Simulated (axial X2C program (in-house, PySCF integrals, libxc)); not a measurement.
**RbH⁻: EOM-EA-CCSD levels**

Wanted for RbH⁻: EOM-EA-CCSD levels, at the two-component level.

The runs use an in-house X2C program for linear molecules on PySCF integrals; two-component X2C with atomic mean-field terms, Rb dyall-acv3z, H dyall-av3z.

All values are calculated.

## Step 1: Set-up

Input file task.json:

```json
{"zs": [37, 1], "q": -1, "bas": ["dyall-acv3z", "dyall-av3z"], "r0": 2.42, "eom": "ea", "thr": -2.0, "nmax": 92, "grid": [1, 0.96, 1.045, 0.92, 1.09, 1.15], "rq": 0}
```

Keys: zs atomic numbers; q charge; bas basis sets; r0 starting distance in Å; eom kind of EOM run; thr threshold in hartree for freezing inner shells (an s shell follows its p shell); nmax most natural virtual spinors; grid distances as factors.

Launch:

```bash
$ python soeom.py task.json out
```

After this run come: EOM-EA-CCSD at 2.357 Å.

**Question.** What will these runs give? Wanted: next root led by one particle; T1 of the reference.

As calculated:

| quantity | value |
| --- | --- |
| lowest root at 2.357 Å | Ω = 1/2, 0.285 eV |
| next root led by one particle | Ω = 1/2, about 3240 cm⁻¹ higher |
| T1 of the reference | 0.016 |

What this shows: The added electron is bound by 0.28 eV in a spinor of 58% Rb sσ, 39% Rb pσ. Errors of 0.1 to 0.3 eV are usual at this size, and roots led by higher excitations are left out, so the list is incomplete, and low states of that kind can be missing.
